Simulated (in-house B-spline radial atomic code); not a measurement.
# Re⁵⁹⁺: ionisation energy by several methods

How far do functionals differ on the ionisation energy of Re⁵⁹⁺? Each run solves Re⁵⁹⁺ and then the next ion ([Ne] 3s2 3p3).

Method: scalar-relativistic (X2C), several functionals, spin-polarised; spherical all-electron atom at the radial basis limit. Code: in-house B-spline radial atomic code version 1.

## (1) What is computed

- element: rhenium (Z = 75)
- charge: +59
- electrons: 16
- configuration: [Ne] 3s2 3p4
- nucleus: Fermi, rms radius 5.370 fm

The outer shells:

[Ne] 3s2 3p4
```
[Ne] core
3s [↑↓]
3p [↑↓][↑ ][↑ ]
```

Where spins are not typed, each open shell is filled with up spins first.

## (2) LDA (VWN5)

Settings, as recorded:

```ini
Z = 75
electrons = 16.0
configuration = [Ne] 3s2 3p4
hamiltonian = x2c
method = lda,vwn
spin_polarised = True
nucleus = fermi
rms_radius = 5.3698
mass_number = 187
atomic_mass = 186.955752217
speed_of_light = 137.035999084
```

## (3) SCAN

Settings: those of step 2 with these lines changed.

```diff
@@ -4,3 +4,3 @@
 hamiltonian = x2c
-method = lda,vwn
+method = scan,scan
 spin_polarised = True
```

## (4) TPSS

Settings: those of step 3 with these lines changed.

```diff
@@ -4,3 +4,3 @@
 hamiltonian = x2c
-method = scan,scan
+method = tpss,tpss
 spin_polarised = True
```

## (5) OLYP

Settings: those of step 4 with these lines changed.

```diff
@@ -4,3 +4,3 @@
 hamiltonian = x2c
-method = tpss,tpss
+method = optx,lyp
 spin_polarised = True
```

## (6) LDA (PW92)

Settings: those of step 5 with these lines changed.

```diff
@@ -4,3 +4,3 @@
 hamiltonian = x2c
-method = optx,lyp
+method = lda,pw
 spin_polarised = True
```

The tabulated ionisation energy is 6176 ± 7 eV (tabulated theoretical; NIST Atomic Spectra Database). What does each method give, and which comes nearest?

**Answer**, as computed:

| method | rung | total energy (hartree) | ΔSCF (eV) | −ε highest (eV) | ΔSCF less tabulated (eV) |
| --- | --- | --- | --- | --- | --- |
| LDA (VWN5) | LDA | -12875.9364 | 6283.41 | 6223.07 (3p down) | +107.41 |
| LDA (PW92) | LDA | -12875.9302 | 6283.40 | 6223.06 (3p down) | +107.40 |
| OLYP | GGA | -12888.1467 | 6284.45 | 6226.41 (3p down) | +108.45 |
| SCAN | meta-GGA | -12887.2719 | 6280.23 | 6222.88 (3p down) | +104.23 |
| TPSS | meta-GGA | -12887.2861 | 6282.70 | 6223.66 (3p down) | +106.70 |

What this shows: Against the tabulated ionisation energy, 6176 ± 7 eV (tabulated theoretical; NIST Atomic Spectra Database), the best here is SCAN (+104.23 eV) and the worst OLYP (+108.45 eV, or 1.8 %). Mean absolute error by rung (exchange-only levels left out): LDA 107.40 eV, GGA 108.45 eV, meta-GGA 105.46 eV. All methods miss on the same side by much the same amount, which points to something that they share. Relativistic terms that these runs lack can be as large as the gaps between close methods, so the nearest may be so by luck. Spin-orbit coupling is left out. Open shells are averaged (over orientations, and over spins where the run is restricted), while tables refer to the lowest levels.

Members of this set that are not shown: 2 used exact exchange with fractional occupations of an open shell, which is unsound here.
